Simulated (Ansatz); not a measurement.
The system is HfB.

```xyz
2
Lattice="0.0000 2.3100 2.3100 2.3100 0.0000 2.3100 2.3100 2.3100 0.0000" Properties=species:S:1:pos:R:3 pbc="T T T"
Hf    2.3100    2.3100    2.3100
B     0.0000    0.0000    0.0000
```

```yaml
Program: Ansatz 0.2.0
Task: relaxation of cell and atoms
Functional: revPBE
Potentials_or_basis: Ansatz PAW
Cutoff: "420 eV (not typed: the program's choice for these potentials)"
k_mesh: 10 × 10 × 10
Occupations: fermi-dirac, width 0.05 eV
Spin: no spin polarisation
```

At the start: volume 12.33 Å³/atom.

Where does the relaxation end?

It ends after 7 steps and the volume is 14.33 Å³/atom (+16.3 %); space group Fm-3m (No. 225, to 0.05 Å).

The path:
| step | energy change (eV) | largest force (eV/Å) | volume (Å³) |
| --- | --- | --- | --- |
| 1 | 0.0000 | 0.0000 | 24.65 |
| 2 | -0.3560 | 0.0000 | 28.51 |
| 3 | -0.3562 | 0.0000 | 28.62 |
| 4 | -0.3562 | 0.0000 | 28.65 |
| 5 | -0.3605 | 0.0000 | 28.65 |
| 6 | -0.3604 | 0.0000 | 28.67 |
| 7 | -0.3604 | 0.0000 | 28.67 |

Final structure:
```
Hf B
1.0
     0.00000    2.42914    2.42914
     2.42914    0.00000    2.42914
     2.42914    2.42914    0.00000
Hf B
1 1
Direct
  0.50000 0.50000 0.50000
  0.00000 0.00000 0.00000
```

Caveat: the volume moved by over 15 % at a fixed basis, so the end points are rough; the plane-wave basis is chosen anew once the cell has moved, so the energies of steps on either side of that aren't comparable; the PAW data sets come from PBE, with cores solved anew for the run's functional, which leaves a small shift of forces and pressure.
